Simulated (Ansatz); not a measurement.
**IrO: energy against volume**

Aim, for IrO: follow energy and moments against volume.

Program: Ansatz 0.2.0. Level of theory: DFT PBE, scalar-relativistic, plane waves, PAW. These are calculated values, not measurements.

### 1 Starting point

It takes space group Pm-3m (No. 221, cubic). The conventional cell has a = 2.810 Å, b = 2.810 Å, c = 2.810 Å, α = 90.00°, β = 90.00°, γ = 90.00°. Ir (site symmetry m-3m) has 8 O at 2.43 Å as nearest neighbours. O (site symmetry m-3m) has 8 Ir at 2.43 Å as nearest neighbours.

Structure file:

```
CELL_PARAMETERS angstrom
2.81025 0.00000 0.00000
0.00000 2.81025 0.00000
0.00000 0.00000 2.81025
ATOMIC_POSITIONS crystal
Ir 0.00000 0.00000 0.00000
O 0.50000 0.50000 0.50000
```

It is the result of an earlier relaxation at this level (volume 11.10 Å³/atom; gap on the mesh: none (metal)).

This is a hypothetical structure, made by putting the elements on a prototype's sites.

### 2 V/V0 = 1.06, start: large parallel starting moments

Input file input.yaml:

```yaml
crystal:
  lattice:
    - [2.8653648608, 0.0, 0.0]
    - [0.0, 2.8653648608, 0.0]
    - [0.0, 0.0, 2.8653648608]
  atoms:
    - { symbol: Ir, position: [0.0, 0.0, 0.0], spin: 2.5 }
    - { symbol: O, position: [0.5, 0.5, 0.5] }
basis:
  ecutwfc: 420
kpoints:
  mp_grid: { grid: [14, 14, 14] }
hamiltonian:
  xc: pbe
scf:
  occupations: { method: gaussian, width: 0.1 }
output:
  forces: true
  stress: true
  eigenvalues: true
  populations: true
magnetization:
  spin_polarized: true
```

Launch:

```
> ansatz run input.yaml --threads 1 --pin off --max-ram 2560MiB --backend cpu --events-out ev --progress --plain --runs-dir out
```

The log of the run, cut to the lines that bear on the results:

```text
Warning: RAYON_NUM_THREADS=1 ignored (pool sized by the plan → 1); use --threads N
[...]
Pseudopotentials: kind: paw
Pseudopotential: Ir, paw, valence charge 17, recommended cutoff 420 eV (normal), Ir.paw.azcp
Pseudopotential: O, paw, valence charge 6, recommended cutoff 420 eV (normal), O.paw.azcp
Functional definition: PBE
[...]
Crystal: 2 atoms, lattice volume = 23.526 Å³
Basis set: ecut = 420 eV, 461 PW (Γ), exchange–correlation on 40×40×40 points (8 copies of the dense FFT grid, shifted against one another)
Bands: 17, of which v1, the nominal top of the filled ones, is band 12 counted from 1 (11 counted from 0)
Symmetry: 48 space group operations
Space group: Pm-3m (ITA 221), of the structure as read, at distance tolerance 2.9e-5 Å
Magnetic group: BNS 221.92 (UNI 1594), of the structure as read, at distance tolerance 2.9e-5 Å
k-points: 120 of 2744
[...]
Starting moments: Σ|m| = 2.5 μB on 1 of 2 sites
[...]
SCF iter   1: F=—  HF=-12498.566966 eV  |F-HF|=—  |Δ(HF+E_count)|=         —  Δρ=1.21e-1 (↑7.58e-2 ↓1.21e-1)  dr2=4.99e0  dr2_m=1.19e0  M=0.517 μB ∫|m|=0.517 μB  β_m=0.30  ethr=3.10e-3  ⟨swp⟩=4.3  Hψ=17282  notcnv=0
[...]
SCF iter  12: F=-12498.135515 eV  HF=-12498.135515 eV  |F-HF|=6.00e-11  |Δ(HF+E_count)|=  1.09e-11  Δρ=2.44e-7 (↑2.28e-7 ↓2.44e-7)  dr2=6.75e-11  dr2_m=2.60e-13  M=0.000 μB ∫|m|=0.000 μB  ethr=1.00e-12  ⟨swp⟩=4.0  Hψ=12467  notcnv=0
[...]
WARN: the starting moments were not kept: the SCF closed with an absolute magnetisation of 1.4e-6 μB, where they sum to 2.5 μB in size (1 site). That is at most 0.1 of that sum. Measured as dr2_m measures the in/out step, that magnetisation stands 7.8e-13 eV from none, at or under the [...]
SCF converged after 12 iterations
Magnetization: 0.0000 μB (11.5000 up, 11.5000 down)
Absolute magnetization: 0.0000 μB (∫|ρ↑−ρ↓|, with the PAW one-centre terms)
Spin contamination: 0.0000 ħ² per cell (⟨S²⟩ above its minimum at these occupations)
Per-site moments (μB) at R_I (Å): [(1.063389199323659e-6, 1.0236099887326755), (2.0190013180353214e-7, 1.0236099887326755)]
Free energy (F): -12498.135515 eV
[...]
E sigma→0 (E₀):  -12498.128536 eV
Entropy (-TS):   -0.013958 eV (-6.979 meV/atom)
Fermi energy:    17.479385 eV
[...]
--- Forces (eV/Å), atoms counted from 1 ---
  atom   1  Ir    -0.00000000     0.00000000    -0.00000000
  atom   2  O      0.00000000    -0.00000000     0.00000000
[...]
--- Stress (GPa, compression-positive) ---
      -12.717506      -0.000000       0.000000
       -0.000000     -12.717506       0.000000
        0.000000       0.000000     -12.717506
  P = ⅓ Tr σ = -12.7175 GPa (-127.175 kbar)
--- Band table (eV; the first three rows and the last of 240) ---
  k-point 0 ↑: bands = ["-74.6758", "-31.4522", "-31.4522", "-31.4522", "-2.4515", "12.7740", "12.7740", "13.9747", "13.9747", "13.9747", "15.0185", "17.2698", "17.2698", "17.2698", "34.6062", "34.6062", "34.6507"]
[...]
--- Löwdin populations: 2 sites ---
  site symbol       q [e]    m [muB]
     0     Ir     16.2508     0.0000
     1      O      6.6361     0.0000
  spilling = 0.004914 (of n_electrons = 23.000000)
```

Wall time 6.6 s (1 thread of AMD EPYC 7R43 (Zen 3), shared host); peak memory 0.4 GiB.

This run gives -6249.0643 eV/atom at zero smearing, pressure -12.72 GPa and no gap on the mesh. The moments have vanished. The log warns that the starting moments were lost.

### 3 V/V0 = 1.12, start: large parallel starting moments

Changes to input.yaml since step 2:

```diff
@@ -2,5 +2,5 @@
   lattice:
-    - [2.8653648608, 0.0, 0.0]
-    - [0.0, 2.8653648608, 0.0]
-    - [0.0, 0.0, 2.8653648608]
+    - [2.9184391981, 0.0, 0.0]
+    - [0.0, 2.9184391981, 0.0]
+    - [0.0, 0.0, 2.9184391981]
   atoms:
```

Launch:

```
> ansatz run input.yaml --threads 1 --pin off --max-ram 2560MiB --backend cpu --events-out ev --progress --plain --runs-dir out
```

The log of the run, cut to the lines that bear on the results:

```text
Warning: RAYON_NUM_THREADS=1 ignored (pool sized by the plan → 1); use --threads N
[...]
Pseudopotentials: kind: paw
Pseudopotential: Ir, paw, valence charge 17, recommended cutoff 420 eV (normal), Ir.paw.azcp
Pseudopotential: O, paw, valence charge 6, recommended cutoff 420 eV (normal), O.paw.azcp
Functional definition: PBE
[...]
Crystal: 2 atoms, lattice volume = 24.857 Å³
Basis set: ecut = 420 eV, 461 PW (Γ), exchange–correlation on 40×40×40 points (8 copies of the dense FFT grid, shifted against one another)
Bands: 17, of which v1, the nominal top of the filled ones, is band 12 counted from 1 (11 counted from 0)
Symmetry: 48 space group operations
Space group: Pm-3m (ITA 221), of the structure as read, at distance tolerance 2.9e-5 Å
Magnetic group: BNS 221.92 (UNI 1594), of the structure as read, at distance tolerance 2.9e-5 Å
k-points: 120 of 2744
[...]
Starting moments: Σ|m| = 2.5 μB on 1 of 2 sites
[...]
WARN: the starting moments were not kept: the SCF closed with an absolute magnetisation of 1.0e-6 μB, where they sum to 2.5 μB in size (1 site). That is at most 0.1 of that sum. Measured as dr2_m measures the in/out step, that magnetisation stands 3.9e-13 eV from none, at or under the [...]
Spin contamination: 0.0000 ħ² per cell (⟨S²⟩ above its minimum at these occupations)
Per-site moments (μB) at R_I (Å): [(-8.517959707831618e-7, 1.0425700250438905), (-6.019072228187955e-8, 1.0425700250438905)]
Free energy (F): -12497.990761 eV
[...]
E sigma→0 (E₀):  -12497.983231 eV
Entropy (-TS):   -0.015061 eV (-7.531 meV/atom)
Fermi energy:    16.121958 eV
[...]
--- Forces (eV/Å), atoms counted from 1 ---
  atom   1  Ir    -0.00000000     0.00000000     0.00000000
  atom   2  O      0.00000000    -0.00000000     0.00000000
[...]
--- Stress (GPa, compression-positive) ---
      -21.587803      -0.000000       0.000000
       -0.000000     -21.587803       0.000000
        0.000000      -0.000000     -21.587803
  P = ⅓ Tr σ = -21.5878 GPa (-215.878 kbar)
--- Band table (eV; the first three rows and the last of 240) ---
  k-point 0 ↑: bands = ["-75.9274", "-32.7097", "-32.7097", "-32.7097", "-3.3005", "11.8148", "11.8148", "12.9080", "12.9080", "12.9080", "13.6051", "15.9195", "15.9195", "15.9195", "32.7134", "32.7134", "32.7134"]
[...]
--- Löwdin populations: 2 sites ---
  site symbol       q [e]    m [muB]
     0     Ir     16.2585    -0.0000
     1      O      6.6305    -0.0000
  spilling = 0.004824 (of n_electrons = 23.000000)
```

Wall time 6.8 s (1 thread of AMD EPYC 7R43 (Zen 3), shared host); peak memory 0.4 GiB.

Read-out: -6248.9916 eV/atom at zero smearing, pressure -21.59 GPa and no gap on the mesh. The moments have vanished. The log warns that the starting moments were lost.

### 4 V/V0 = 1.2, start: large parallel starting moments

Changes to input.yaml since step 3:

```diff
@@ -2,5 +2,5 @@
   lattice:
-    - [2.9184391981, 0.0, 0.0]
-    - [0.0, 2.9184391981, 0.0]
-    - [0.0, 0.0, 2.9184391981]
+    - [2.9863340831, 0.0, 0.0]
+    - [0.0, 2.9863340831, 0.0]
+    - [0.0, 0.0, 2.9863340831]
   atoms:
```

Launch:

```
> ansatz run input.yaml --threads 1 --pin off --max-ram 2560MiB --backend cpu --events-out ev --progress --plain --runs-dir out
```

The log of the run, cut to the lines that bear on the results:

```text
Warning: RAYON_NUM_THREADS=1 ignored (pool sized by the plan → 1); use --threads N
[...]
Pseudopotentials: kind: paw
Pseudopotential: Ir, paw, valence charge 17, recommended cutoff 420 eV (normal), Ir.paw.azcp
Pseudopotential: O, paw, valence charge 6, recommended cutoff 420 eV (normal), O.paw.azcp
Functional definition: PBE
[...]
Crystal: 2 atoms, lattice volume = 26.633 Å³
Basis set: ecut = 420 eV, 485 PW (Γ), exchange–correlation on 40×40×40 points (8 copies of the dense FFT grid, shifted against one another)
Bands: 17, of which v1, the nominal top of the filled ones, is band 12 counted from 1 (11 counted from 0)
Symmetry: 48 space group operations
Space group: Pm-3m (ITA 221), of the structure as read, at distance tolerance 3.0e-5 Å
Magnetic group: BNS 221.92 (UNI 1594), of the structure as read, at distance tolerance 3.0e-5 Å
k-points: 120 of 2744
[...]
Starting moments: Σ|m| = 2.5 μB on 1 of 2 sites
[...]
WARN: the starting moments were not kept: the SCF closed with an absolute magnetisation of 3.1e-6 μB, where they sum to 2.5 μB in size (1 site). That is at most 0.1 of that sum. Measured as dr2_m measures the in/out step, that magnetisation stands 3.4e-12 eV from none, at or under the [...]
Spin contamination: 0.0000 ħ² per cell (⟨S²⟩ above its minimum at these occupations)
Per-site moments (μB) at R_I (Å): [(2.364022312867766e-6, 1.0668244868126624), (6.048077980987938e-7, 1.0668244868126624)]
Free energy (F): -12497.705400 eV
[...]
E sigma→0 (E₀):  -12497.697178 eV
Entropy (-TS):   -0.016443 eV (-8.221 meV/atom)
Fermi energy:    14.521759 eV
[...]
--- Forces (eV/Å), atoms counted from 1 ---
  atom   1  Ir     0.00000000    -0.00000000     0.00000000
  atom   2  O      0.00000000    -0.00000000    -0.00000000
[...]
--- Stress (GPa, compression-positive) ---
      -29.239420       0.000000       0.000000
       -0.000000     -29.239420       0.000000
        0.000000      -0.000000     -29.239420
  P = ⅓ Tr σ = -29.2394 GPa (-292.394 kbar)
--- Band table (eV; the first three rows and the last of 240) ---
  k-point 0 ↑: bands = ["-77.4021", "-34.1914", "-34.1914", "-34.1914", "-4.3209", "10.6714", "10.6714", "11.6465", "11.6465", "11.6465", "11.9736", "14.3274", "14.3274", "14.3274", "30.4193", "30.4193", "30.4193"]
[...]
--- Löwdin populations: 2 sites ---
  site symbol       q [e]    m [muB]
     0     Ir     16.2690     0.0000
     1      O      6.6227     0.0000
  spilling = 0.004709 (of n_electrons = 23.000000)
```

It took 11 s on 1 thread of AMD EPYC 7R43 (Zen 3), shared host; peak memory 0.41 GiB.

This run gives -6248.8486 eV/atom at zero smearing, pressure -29.24 GPa and no gap on the mesh. The moments have vanished. The log warns that the starting moments were lost.

### 5 V/V0 = 1.3, start: large parallel starting moments

Changes to input.yaml since step 4:

```diff
@@ -2,5 +2,5 @@
   lattice:
-    - [2.9863340831, 0.0, 0.0]
-    - [0.0, 2.9863340831, 0.0]
-    - [0.0, 0.0, 2.9863340831]
+    - [3.0670846302, 0.0, 0.0]
+    - [0.0, 3.0670846302, 0.0]
+    - [0.0, 0.0, 3.0670846302]
   atoms:
@@ -21,2 +21,6 @@
   populations: true
+  write_density: true
+  write_potential: true
+  elf: true
+  volumetric_format: npy
 magnetization:
```

Launch:

```
> ansatz run input.yaml --threads 1 --pin off --max-ram 2560MiB --backend cpu --events-out ev --progress --plain --runs-dir out
```

The log of the run, cut to the lines that bear on the results:

```text
Warning: RAYON_NUM_THREADS=1 ignored (pool sized by the plan → 1); use --threads N
[...]
Pseudopotentials: kind: paw
Pseudopotential: Ir, paw, valence charge 17, recommended cutoff 420 eV (normal), Ir.paw.azcp
Pseudopotential: O, paw, valence charge 6, recommended cutoff 420 eV (normal), O.paw.azcp
Functional definition: PBE
[...]
Crystal: 2 atoms, lattice volume = 28.852 Å³
Basis set: ecut = 420 eV, 587 PW (Γ), exchange–correlation on 48×48×48 points (8 copies of the dense FFT grid, shifted against one another)
Bands: 17, of which v1, the nominal top of the filled ones, is band 12 counted from 1 (11 counted from 0)
Symmetry: 48 space group operations
Space group: Pm-3m (ITA 221), of the structure as read, at distance tolerance 3.1e-5 Å
Magnetic group: BNS 221.92 (UNI 1594), of the structure as read, at distance tolerance 3.1e-5 Å
k-points: 120 of 2744
[...]
Starting moments: Σ|m| = 2.5 μB on 1 of 2 sites
[...]
WARN: the starting moments were not kept: the SCF closed with an absolute magnetisation of 1.4e-5 μB, where they sum to 2.5 μB in size (1 site). That is at most 0.1 of that sum. Measured as dr2_m measures the in/out step, that magnetisation stands 6.7e-11 eV from none, at or under the [...]
Spin contamination: 0.0000 ħ² per cell (⟨S²⟩ above its minimum at these occupations)
Per-site moments (μB) at R_I (Å): [(-1.0881277381377348e-5, 1.0956714471903755), (-2.5244536759005395e-6, 1.0956714471903755)]
Free energy (F): -12497.260396 eV
[...]
E sigma→0 (E₀):  -12497.251287 eV
Entropy (-TS):   -0.018219 eV (-9.109 meV/atom)
Fermi energy:    12.799548 eV
[...]
--- Forces (eV/Å), atoms counted from 1 ---
  atom   1  Ir    -0.00000000    -0.00000000    -0.00000000
  atom   2  O      0.00000000     0.00000000     0.00000000
[...]
--- Stress (GPa, compression-positive) ---
      -34.364402       0.000000       0.000000
       -0.000000     -34.364402      -0.000000
        0.000000       0.000000     -34.364402
  P = ⅓ Tr σ = -34.3644 GPa (-343.644 kbar)
--- Band table (eV; the first three rows and the last of 240) ---
  k-point 0 ↑: bands = ["-78.9860", "-35.7835", "-35.7835", "-35.7835", "-5.4470", "9.4246", "9.4246", "10.2617", "10.2798", "10.2798", "10.2798", "12.6136", "12.6136", "12.6136", "27.9332", "27.9332", "27.9332"]
[...]
--- Löwdin populations: 2 sites ---
  site symbol       q [e]    m [muB]
     0     Ir     16.2820    -0.0000
     1      O      6.6128    -0.0000
  spilling = 0.004571 (of n_electrons = 23.000000)
```

Wall time 45 s (1 thread of AMD EPYC 7R43 (Zen 3), shared host); peak memory 0.61 GiB.

Site by site:

```
atom  Löwdin electrons
 Ir1             16.28
  O2              6.61
```

Density in the ac plane at y = 0.000 (fractional), which holds Ir.

Ten even steps from '0' (0.08 e/Å³) to '9' (8.97 e/Å³):
```
999864210000000001246899
998753110000000001135789
776532100000000000123567
544321000000000000012344
222110000000000000001122
111000000000000000000011
000000000000000000000000
000000000000000000000000
000000000000000000000000
000000000000000000000000
000000000000000000000000
000000000000000000000000
000000000000000000000000
111000000000000000000011
222110000000000000001122
544321000000000000012344
776532100000000000123567
998753110000000001135789
999864210000000001246899
999864210000000001246899
```
Columns run along a and rows up along c, over one cell in 24 and 20 even steps from the bottom left corner. Atoms in the plane (fractional): Ir at (0.00, 0.00).

ELF in the same plane.

Values, 12 rows by 12 columns:
```
0.50 0.60 0.65 0.51 0.31 0.25 0.25 0.25 0.31 0.51 0.65 0.60
0.66 0.65 0.58 0.39 0.25 0.20 0.19 0.20 0.25 0.39 0.58 0.65
0.55 0.51 0.39 0.25 0.18 0.14 0.13 0.14 0.18 0.25 0.39 0.51
0.34 0.31 0.25 0.18 0.13 0.09 0.08 0.09 0.13 0.18 0.25 0.31
0.28 0.25 0.20 0.14 0.09 0.06 0.05 0.06 0.09 0.14 0.20 0.25
0.28 0.25 0.19 0.13 0.08 0.05 0.04 0.05 0.08 0.13 0.19 0.25
0.28 0.25 0.20 0.14 0.09 0.06 0.05 0.06 0.09 0.14 0.20 0.25
0.34 0.31 0.25 0.18 0.13 0.09 0.08 0.09 0.13 0.18 0.25 0.31
0.55 0.51 0.39 0.25 0.18 0.14 0.13 0.14 0.18 0.25 0.39 0.51
0.66 0.65 0.58 0.39 0.25 0.20 0.19 0.20 0.25 0.39 0.58 0.65
0.50 0.60 0.65 0.51 0.31 0.25 0.25 0.25 0.31 0.51 0.65 0.60
0.28 0.50 0.66 0.55 0.34 0.28 0.28 0.28 0.34 0.55 0.66 0.50
```
Columns run along a and rows up along c, over one cell in 12 and 12 even steps from the bottom left corner. Atoms in the plane (fractional): Ir at (0.00, 0.00).

Both are smooth fields of the valence electrons: close to the nuclei they are not physical.

Outside the cores ELF peaks at 0.82 in the shell around O, 0.6 Å from O.

Read-out: -6248.6256 eV/atom at zero smearing, pressure -34.36 GPa and no gap on the mesh. The moments have vanished. The log warns that the starting moments were lost.

### 6 Summary: the volume

The cell is scaled evenly at fixed fractional positions; V0 is the volume of the base cell. Start: large parallel starting moments.

```
V/V0  energy above the lowest (meV/atom)  pressure (GPa)
1.06                                0.00           -12.7
1.12                                72.7           -21.6
1.20                                 216           -29.2
1.30                                 439           -34.4
```

### 7 Results

| quantity | value |
| --- | --- |
| lowest point, start “large parallel starting moments” | V/V0 = 1.06 |

In words: For the start “large parallel starting moments” the lowest point lies at V/V0 = 1.06, the smallest volume tried; all points are expanded cells, and the minimum lies below them. From this start no run keeps a moment; that shows where this start leads, and other orders were not tried at these volumes. The runs treat Ir without spin-orbit coupling.
